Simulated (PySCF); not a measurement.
# C3H4F2O2: excited states

Wanted: excited states for C3H4F2O2 (`COC(=O)C(F)F`).

Programs: PySCF 2.14.0, with routines of our own; each step states its level. All values are computed. Atoms count from 0.

## 1. The starting structure

11 atoms, charge 0, multiplicity 1; geometry from: GFN2-xTB.

## 2. Excited states: TDA PBE0/def2-SVP

Job settings and geometry (Å):

```
{"job": {"kind": "states", "xc": "PBE0", "basis": "def2-SVP", "tda": true, "soc": true, "nstates": 6, "ntriplets": 4, "nquad": 4}, "charge": 0, "multiplicity": 1}
C     -1.846992     0.205120     0.263411
O     -0.439889     0.343263     0.441560
C      0.342607    -0.296250    -0.398983
O      0.001241    -0.998333    -1.308864
C      1.830981    -0.040373    -0.054683
F      2.097547    -0.470152     1.197761
F      2.098643     1.282732    -0.084435
H     -2.086444    -0.804086    -0.075018
H     -2.298886     0.410191     1.230653
H     -2.193282     0.926713    -0.478161
H      2.499899    -0.556154    -0.759204
```

Method: TDA PBE0/def2-SVP excited states, vertical, gas phase, spin-orbit mean-field couplings.

The run is started by

```console
$ OMP_NUM_THREADS=1 python excited_run.py task.json out
```

One launch serves the whole session: the jobs run in the order shown.

Log:

```text
coarse grid: 10088 points
cycle   1  E = -465.7281757827  dE =  1.145e+00  |g| = 1.080e+00  |ddm| = 3.473e+00
cycle   2  E = -465.2528767402  dE =  4.753e-01  |g| = 1.940e+00  |ddm| = 2.176e+00
cycle   3  E = -465.9258625881  dE = -6.730e-01  |g| = 2.889e-01  |ddm| = 1.560e+00
cycle   4  E = -465.9399605921  dE = -1.410e-02  |g| = 1.078e-01  |ddm| = 2.835e-01
cycle   5  E = -465.9420526212  dE = -2.092e-03  |g| = 1.400e-02  |ddm| = 7.557e-02
cycle   6  E = -465.9420893886  dE = -3.677e-05  |g| = 5.227e-03  |ddm| = 1.492e-02
cycle   7  E = -465.9420941657  dE = -4.777e-06  |g| = 1.374e-03  |ddm| = 4.057e-03
final grid: 100736 points
cycle   8  E = -466.0172346267  dE = -1.646e-05  |g| = 1.206e-02  |ddm| = 2.248e-02
cycle   9  E = -466.0171965974  dE =  3.803e-05  |g| = 1.880e-02  |ddm| = 2.100e-02
cycle  10  E = -466.0172609977  dE = -6.440e-05  |g| = 2.315e-03  |ddm| = 1.347e-02
cycle  11  E = -466.0172619980  dE = -1.000e-06  |g| = 3.789e-04  |ddm| = 1.753e-03
cycle  12  E = -466.0172620234  dE = -2.540e-08  |g| = 1.290e-04  |ddm| = 3.805e-04
cycle  13  E = -466.0172620271  dE = -3.775e-09  |g| = 1.472e-05  |ddm| = 1.134e-04
cycle  14  E = -466.0172620272  dE = -4.513e-11  |g| = 4.496e-06  |ddm| = 1.834e-05
converged SCF energy = -466.0172620272

Singlet excitations
state   eV       nm        f     d(h-e)  d(exc)  Lambda  PR(NTO)  |dmu|/D   mu/D   main configurations
  1   5.7032   217.4   0.00222   0.558   2.009   0.542   1.004    1.123    2.269   H->L 0.98
  2   7.9908   155.2   0.00009   0.628   2.388   0.523   1.010    1.765    1.621   H-2->L 0.97
  3   8.2473   150.3   0.11446   1.083   2.531   0.595   1.263    3.152    4.809   H-1->L 0.83
  4   8.5792   144.5   0.00337   0.743   2.607   0.434   1.016    2.035    3.144   H-3->L 0.96
  5   9.5292   130.1   0.10257   2.041   3.543   0.278   1.299                     H->L+1 0.83, H-4->L 0.11
  6   9.5732   129.5   0.08756   0.226   3.150   0.404   1.633                     H->L+2 0.66, H-4->L 0.21

Triplet excitations (Tamm-Dancoff)
state   eV     d(h-e)  d(exc)  Lambda  PR(NTO)   main configurations
  1   5.0458   0.536   1.993   0.542   1.005   H->L 0.98
  2   5.7738   0.574   2.037   0.622   1.006   H-1->L 0.90
  3   7.4465   0.463   2.283   0.520   1.020   H-2->L 0.92
  4   8.1787   0.587   2.383   0.510   1.032   H-3->L 0.49, H-4->L 0.22, H-5->L 0.14
S1 - T1 = 0.6575 eV

Spin-orbit couplings |<S|Hso|T>| (cm-1)
             T1       T2       T3       T4
S0       58.023    3.653   45.944   24.892
S1        1.808   33.706   24.882   31.926
S2       16.717   16.206    5.142   18.425
S3       24.698    2.301   17.947    9.966
S4       33.091   15.807   14.382   19.443
S5       11.809    1.344   12.838   11.309
S6       24.383    1.431   22.373   19.336
T1 sublevels (cm-1): 0.000 0.016 0.257   radiative rates (1/s): 12.8 27.7 401
```

It took 18 s on 1 thread of Arm Neoverse N1, shared host; peak memory 0.52 GiB.

Key values:

| quantity | value |
| --- | --- |
| S1 less T1 | 0.66 eV |

## 3. Excited states: TDDFT wB97X-D/aug-cc-pVDZ

The job, as its differences from that of step 2:

```diff
@@ -1,2 +1,2 @@
-{"job": {"kind": "states", "xc": "PBE0", "basis": "def2-SVP", "tda": true, "soc": true, "nstates": 6, "ntriplets": 4, "nquad": 4}, "charge": 0, "multiplicity": 1}
+{"job": {"kind": "states", "xc": "wB97X-D", "basis": "aug-cc-pVDZ", "tpa": true, "nstates": 6, "nquad": 5, "ntriplets": 0}, "charge": 0, "multiplicity": 1}
 C     -1.846992     0.205120     0.263411
```

With the program's defaults for keys left out, this is: TDDFT wB97X-D/aug-cc-pVDZ excited states, vertical, gas phase, two-photon moments by quadratic response.

Log:

```text
coarse grid: 10088 points
cycle   1  E = -466.5205640936  dE =  1.333e+00  |g| = 1.134e+00  |ddm| = 6.814e+00
cycle   2  E = -466.3418233164  dE =  1.787e-01  |g| = 1.575e+00  |ddm| = 3.255e+00
cycle   3  E = -466.7627674603  dE = -4.209e-01  |g| = 1.583e-01  |ddm| = 1.927e+00
cycle   4  E = -466.7662651660  dE = -3.498e-03  |g| = 8.358e-02  |ddm| = 2.648e-01
cycle   5  E = -466.7674897294  dE = -1.225e-03  |g| = 1.101e-02  |ddm| = 1.036e-01
cycle   6  E = -466.7675181991  dE = -2.847e-05  |g| = 3.291e-03  |ddm| = 2.566e-02
cycle   7  E = -466.7675215066  dE = -3.308e-06  |g| = 1.032e-03  |ddm| = 9.799e-03
final grid: 100736 points
cycle   8  E = -466.7720047128  dE = -1.192e-04  |g| = 7.249e-03  |ddm| = 2.099e-01
cycle   9  E = -466.7720066312  dE = -1.918e-06  |g| = 7.751e-03  |ddm| = 2.692e-02
cycle  10  E = -466.7720156345  dE = -9.003e-06  |g| = 5.276e-04  |ddm| = 9.042e-03
cycle  11  E = -466.7720157173  dE = -8.278e-08  |g| = 3.615e-04  |ddm| = 3.200e-03
cycle  12  E = -466.7720157493  dE = -3.205e-08  |g| = 5.493e-05  |ddm| = 7.775e-04
cycle  13  E = -466.7720157503  dE = -9.785e-10  |g| = 3.435e-05  |ddm| = 1.687e-04
cycle  14  E = -466.7720157506  dE = -2.934e-10  |g| = 1.311e-05  |ddm| = 7.353e-05
converged SCF energy = -466.7720157506

Singlet excitations
state   eV       nm        f     d(h-e)  d(exc)  Lambda  PR(NTO)  |dmu|/D   mu/D   delta(TPA)   sigma/GM   main configurations
  1   5.7125   217.0   0.00098   0.573   2.015   0.495   1.007    1.258    2.269        0.23      0.003   H->L+1 0.90
  2   7.9205   156.5   0.06461   0.603   2.760   0.458   1.800    1.952    3.557       14.60      0.336   H-1->L+1 0.69, H->L 0.10
  3   8.1486   152.2   0.10397   0.472   3.686   0.228   1.495    3.306    4.138       47.08      1.145   H->L 0.38, H->L+2 0.23, H-1->L+1 0.19
  4   8.1765   151.6   0.00105   0.509   2.356   0.485   1.039    1.342    2.124        0.85      0.021   H-2->L+1 0.88
  5   8.6122   144.0   0.03344   0.552   4.128   0.186   1.737    2.536    0.958       29.68      0.807   H-1->L 0.45, H->L+2 0.26, H->L 0.08
  6   8.6691   143.0   0.01621   0.610   4.303   0.174   1.721                                            H->L+2 0.31, H-1->L 0.29, H->L 0.13
```

Run time: 53 s. Hardware: 1 thread of Arm Neoverse N1, shared host; peak memory 0.7 GiB.

## 4. Outcome

| quantity | value |
| --- | --- |
| S1 less T1 (step 2, TDA PBE0/def2-SVP) | 0.66 eV |

**Reading.** In step 2, the number of triplets below S1 is 1, and the largest singlet-triplet spin-orbit coupling is S0–T1, 58.02 cm⁻¹.
